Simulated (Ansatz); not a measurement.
# H8OSi2Sn: how energies converge with the basis set

An exercise on one series of results from a longer session: the logs are not shown, and one member is left open.

Method: one geometry, several basis sets; program: Ansatz 0.2.0, Gaussian basis.

Levels to be run: PBE0-D4/def2-SVP; ωB97M-V/def2-SVP; PBE0-D4/def2-QZVPP; ωB97M-V/def2-QZVPP; the functionals' def2-TZVPP values are taken from earlier runs.

## The relaxed structure

The geometry comes from an earlier relaxation with PBE0-D4 in a triple-zeta def2 set; it is a stationary point, not always the lowest conformer. Sn takes the def2 core potential; no spin-orbit term is included.

12 atoms, charge 0, spin multiplicity 1.

Atoms are counted from 1 here; the program's logs count them from 0.

Bond lengths: O1–Si2 1.652 Å, O1–H5 0.960 Å, Si2–Si3 2.344 Å, Si2–H6 1.483 Å, Si2–H7 1.492 Å, Si3–Sn4 2.566 Å, Si3–H8 1.489 Å, Si3–H9 1.489 Å, Sn4–H10 1.707 Å, Sn4–H11 1.719 Å, Sn4–H12 1.706 Å. Angles: Si2–O1–H5 117.2°, O1–Si2–Si3 109.8°, O1–Si2–H6 105.7°, O1–Si2–H7 111.8°, Si3–Si2–H6 113.1°, Si3–Si2–H7 107.8°, H6–Si2–H7 108.8°, Si2–Si3–Sn4 105.6°, Si2–Si3–H8 111.8°, Si2–Si3–H9 112.4°, Sn4–Si3–H8 108.5°, Sn4–Si3–H9 109.7°, H8–Si3–H9 108.8°, Si3–Sn4–H10 111.9°, Si3–Sn4–H11 107.9°, Si3–Sn4–H12 113.7°, H10–Sn4–H11 106.8°, H10–Sn4–H12 108.9° and more.

Coordinates:

```csv
atom,x (Å),y (Å),z (Å)
O1,-1.9435,1.3001,-0.3211
Si2,-0.6897,1.5976,0.7123
Si3,0.4656,-0.3944,1.1520
Sn4,0.8515,-1.4876,-1.1374
H5,-1.7489,0.7967,-1.1145
H6,-1.3007,2.1959,1.9244
H7,0.2840,2.5704,0.1357
H8,-0.3387,-1.3258,1.9902
H9,1.7742,-0.1562,1.8213
H10,2.3057,-0.9604,-1.8587
H11,-0.4260,-0.9990,-2.1785
H12,0.8434,-3.1925,-1.0917
```

Set-up of the first run:

Input file in.yaml:

```yaml
crystal:
  periodic: [false, false, false]
  atoms:
    - {symbol: O, position_ang: [-1.943541, 1.300058, -0.321103]}
    - {symbol: Si, position_ang: [-0.689654, 1.597567, 0.712313]}
    - {symbol: Si, position_ang: [0.465640, -0.394436, 1.152048]}
    - {symbol: Sn, position_ang: [0.851547, -1.487591, -1.137420]}
    - {symbol: H, position_ang: [-1.748882, 0.796687, -1.114515]}
    - {symbol: H, position_ang: [-1.300700, 2.195904, 1.924436]}
    - {symbol: H, position_ang: [0.283964, 2.570407, 0.135700]}
    - {symbol: H, position_ang: [-0.338717, -1.325764, 1.990221]}
    - {symbol: H, position_ang: [1.774153, -0.156193, 1.821266]}
    - {symbol: H, position_ang: [2.305748, -0.960412, -1.858675]}
    - {symbol: H, position_ang: [-0.425968, -0.998959, -2.178498]}
    - {symbol: H, position_ang: [0.843411, -3.192468, -1.091674]}
basis:
  gaussian: {orbitals: def2-SVP}
hamiltonian: {xc: pbe0, dispersion: d4}
output: {orbitals: {seedname: orbitals}}
```

Steps of the session up to this table: PBE0-D4 in def2-SVP; ωB97M-V in def2-SVP; PBE0-D4 in def2-QZVPP; ωB97M-V in def2-QZVPP.

One table of the session follows, with a row left open; its other results are not shown here.

It belongs to the step «Functionals by basis». 

| functional | basis | HOMO (eV) |
| --- | --- | --- |
| PBE0-D4 | def2-SVP | -7.62 |
| PBE0-D4 | def2-TZVPP | -7.63 |
| PBE0-D4 | def2-QZVPP | -7.64 |
| ωB97M-V | def2-SVP | ? |
| ωB97M-V | def2-TZVPP | -9.59 |
| ωB97M-V | def2-QZVPP | -9.60 |

Q: Estimate the row for ωB97M-V, def2-SVP from the others.

As computed: HOMO (eV): -9.55. In the column «HOMO (eV)» it lies between ωB97M-V, def2-TZVPP (-9.59) and PBE0-D4, def2-QZVPP (-7.64).
